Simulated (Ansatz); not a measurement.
Geometry optimisation, Ansatz 0.2.0, DFT LDA, scalar-relativistic, plane waves, PAW.

Input file:

```yaml
crystal:
  lattice:
    - [0.0, 5.43, 5.43]
    - [5.43, 0.0, 5.43]
    - [5.43, 5.43, 0.0]
  atoms:
    - { symbol: Si, position: [0.0, 0.0, 0.0] }
    - { symbol: Si, position: [0.125, 0.125, 0.125] }
    - { symbol: Si, position: [0.0, 0.0, 0.5] }
    - { symbol: Si, position: [0.125, 0.125, 0.625] }
    - { symbol: Si, position: [0.0, 0.5, 0.0] }
    - { symbol: Si, position: [0.125, 0.625, 0.125] }
    - { symbol: Si, position: [0.0, 0.5, 0.5] }
    - { symbol: Si, position: [0.125, 0.625, 0.625] }
    - { symbol: Si, position: [0.5, 0.0, 0.0] }
    - { symbol: Si, position: [0.625, 0.125, 0.125] }
    - { symbol: Si, position: [0.5, 0.0, 0.5] }
    - { symbol: Si, position: [0.625, 0.125, 0.625] }
    - { symbol: Si, position: [0.5, 0.5, 0.0] }
    - { symbol: Si, position: [0.625, 0.625, 0.125] }
    - { symbol: Si, position: [0.5, 0.5, 0.5] }
    - { symbol: Si, position: [0.625, 0.625, 0.625] }
    - { symbol: Si, position: [0.2482001, 0.2527913, 0.2513855] }
basis:
  ecutwfc: 420.0
kpoints:
  mp_grid: { grid: [2, 2, 2] }
hamiltonian:
  xc: lda
  pseudopotentials: { kind: paw, azcp: { folder: soft_1 } }
scf:
  occupations: { method: gaussian, width: 0.05 }
  lower_state_search: "off"
relax:
  f_tol: 0.03
  max_steps: 60
  adjacent_minimum: "off"
output:
  write_density: true
  write_potential: true
  elf: true
  volumetric_format: npy
```

Run as:

```bash
$ ansatz run input.yaml --threads 1 --pin off --max-ram 3072MiB --backend cpu --events-out ev --progress --plain --runs-dir out
```

Q: Where does it end, and by what steps?

A: The run converged. The force dipped under the threshold on the way, but the program's further checks kept it going. Limits of this set-up: PAW files made for another functional, a small cell, in which the defect meets its images. After 3 steps the energy has fallen by 0.105 eV; Si6 moved furthest, 0.04 Å.

```csv
step,energy less start (eV),largest force component (eV/Å),accepted
0,0.0000,0.519,yes
1,-0.0920,0.182,yes
2,-0.1047,0.015,yes
3,-0.1047,0.015,yes
```

```xyz
17
Lattice="0.0000 5.4300 5.4300 5.4300 0.0000 5.4300 5.4300 5.4300 0.0000" Properties=species:S:1:pos:R:3
Si 0.006 -0.001 0.001
Si 1.339 1.339 1.339
Si 2.715 2.716 -0.034
Si 4.095 4.095 1.335
Si 2.716 -0.034 2.716
Si 4.096 1.334 4.096
Si 5.465 2.715 2.715
Si 6.783 4.078 4.078
Si -0.034 2.715 2.715
Si 1.338 4.091 4.091
Si 2.715 5.464 2.714
Si 4.077 6.784 4.076
Si 2.716 2.714 5.464
Si 4.077 4.077 6.783
Si 5.429 5.430 5.430
Si 6.783 6.782 6.782
Si 2.722 2.714 2.717
```

Whether the end is a true minimum wasn't checked by a vibrational analysis.

Time of the run: 19 s on 1 thread of Arm Neoverse V2 (shared host), peak memory 0.46 GiB.
